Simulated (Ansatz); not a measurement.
# H4OSeSi (SMILES O[Se][SiH3]): functionals against CCSD(T) at one geometry

One table from this session's results is given with a row withheld; the runs are named, their logs left out.

Computed with Ansatz 0.2.0, Gaussian basis. Level: single points in def2-TZVPP.

Correlated methods freeze the cores. Filled d shells of the heavier atoms are correlated.

### Where the work starts

SMILES `O[Se][SiH3]`, 7 atoms, charge 0, spin multiplicity 1.

Atoms are counted from 1 here; the program's logs count them from 0.

Bond lengths: O1–Se2 1.903 Å, O1–H4 0.959 Å, Se2–Si3 2.361 Å, Si3–H5 1.576 Å, Si3–H6 1.478 Å, Si3–H7 1.601 Å. Angles: Se2–O1–H4 109.8°, O1–Se2–Si3 91.3°, Se2–Si3–H5 108.6°, Se2–Si3–H6 109.4°, Se2–Si3–H7 103.5°, H5–Si3–H6 109.6°, H5–Si3–H7 112.0°, H6–Si3–H7 113.4°.

Geometry (Å):

```mol
H4OSeSi
  3D, bonds by distance, orders not assigned

  7  6  0  0  0  0  0  0  0  0999 V2000
   -1.6926   -0.9437   -0.2253 O   0  0
   -0.1155   -1.2819    0.7852 Se  0  0
    0.8614    0.7317    0.0348 Si  0  0
   -2.3364   -1.6354   -0.0645 H   0  0
    0.9149    0.7094   -1.5402 H   0  0
    0.0396    1.8740    0.4867 H   0  0
    2.3233    0.7047    0.6860 H   0  0
  1  2  8  0
  1  4  8  0
  2  3  8  0
  3  5  8  0
  3  6  8  0
  3  7  8  0
M  END
```

The first run:

Input file run/in.yaml:

```yaml
crystal:
  periodic: [false, false, false]
  atoms:
    - {symbol: O, position_ang: [-1.692600, -0.943700, -0.225300]}
    - {symbol: Se, position_ang: [-0.115500, -1.281900, 0.785200]}
    - {symbol: Si, position_ang: [0.861400, 0.731700, 0.034800]}
    - {symbol: H, position_ang: [-2.336400, -1.635400, -0.064500]}
    - {symbol: H, position_ang: [0.914900, 0.709400, -1.540200]}
    - {symbol: H, position_ang: [0.039600, 1.874000, 0.486700]}
    - {symbol: H, position_ang: [2.323300, 0.704700, 0.686000]}
basis:
  gaussian: {orbitals: def2-TZVPP}
correlation: {method: ccsd_t}
output: {forces: true}
```

No record of the launch command was kept for these runs.

Steps of the session up to this table: CCSD(T)/def2-TZVPP; PBE0-D4/def2-TZVPP; wB97M-V/def2-TZVPP; r2SCAN-D4/def2-TZVPP; PBE-D4/def2-TZVPP; wB97X-V/def2-TZVPP; BLYP-D4/def2-TZVPP.

One table of the session follows, with a row left open; its other results are not shown here.

```
   method  RMS force component (eV/Å)  angle to CCSD(T) forces (°)  dipole (D)
  CCSD(T)                       0.704                    reference        0.46
  PBE0-D4                           ?                            ?           ?
  wB97M-V                       0.754                          6.5        0.54
r2SCAN-D4                       0.682                          3.6        0.37
   PBE-D4                       0.637                         17.1        0.40
  wB97X-V                       0.762                          9.0        0.53
  BLYP-D4                       0.610                         23.3        0.45
```

Estimate the missing values for PBE0-D4.

The run gave: RMS force component (eV/Å): 0.717; angle to CCSD(T) forces (°): 8.1; dipole (D): 0.45. In the column «RMS force component (eV/Å)» it lies between CCSD(T) (0.704) and wB97M-V (0.754).
